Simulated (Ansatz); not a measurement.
# HfSi3: the cost of one run

Program: Ansatz 0.2.0. Level of theory: DFT PBE, scalar-relativistic, plane waves, PAW. These are calculated values, not measurements.

**1. Starting point**

The structure is cubic, space group Fm-3m (No. 225). Conventional cell: a = 6.787 Å, b = 6.787 Å, c = 6.787 Å, α = 90.00°, β = 90.00°, γ = 90.00°. Hf (site symmetry m-3m) is surrounded by 8 Si at 2.94 Å. Si (site symmetry m-3m) has 8 Si at 2.94 Å in its first shell of neighbours. Si (site symmetry -43m) has 4 Hf at 2.94 Å and 4 Si at 2.94 Å in its first shell of neighbours.

As a file:

```
Hf Si
1.0
     0.00000    3.39339    3.39339
     3.39339    0.00000    3.39339
     3.39339    3.39339    0.00000
Hf Si
1 3
Direct
  0.50000 0.50000 0.50000
  0.00000 0.00000 0.00000
  0.75000 0.75000 0.75000
  0.25000 0.25000 0.25000
```

Recipe of the guess: random cell by space group and Wyckoff sites (Fm-3m, No. 225). Lengths come from tabulated atomic sizes and are only a guess.

**2. Probe: one point on a coarse mesh**

input.yaml reads:

```yaml
crystal:
  lattice:
    - [0.0, 3.39338618, 3.39338618]
    - [3.39338618, 0.0, 3.39338618]
    - [3.39338618, 3.39338618, 0.0]
  atoms:
    - { symbol: Hf, position: [0.5, 0.5, 0.5] }
    - { symbol: Si, position: [0.0, 0.0, 0.0] }
    - { symbol: Si, position: [0.75, 0.75, 0.75] }
    - { symbol: Si, position: [0.25, 0.25, 0.25] }
basis:
  ecutwfc: 420
kpoints:
  mp_grid: { grid: [4, 4, 4] }
hamiltonian:
  xc: pbe
scf:
  occupations: { method: gaussian, width: 0.1 }
  lower_state_search: "off"
output:
  forces: true
  stress: true
  eigenvalues: true
```

Run with:

```console
$ ansatz run input.yaml --threads 1 --pin off --max-ram 2560MiB --backend cpu --events-out ev --progress --plain --runs-dir out
```

What time and memory should one allow on 1 thread of Intel Xeon at 2.50GHz (Skylake/Cascade Lake), shared host?

About 3.3 s, with a peak of 0.35 GiB.
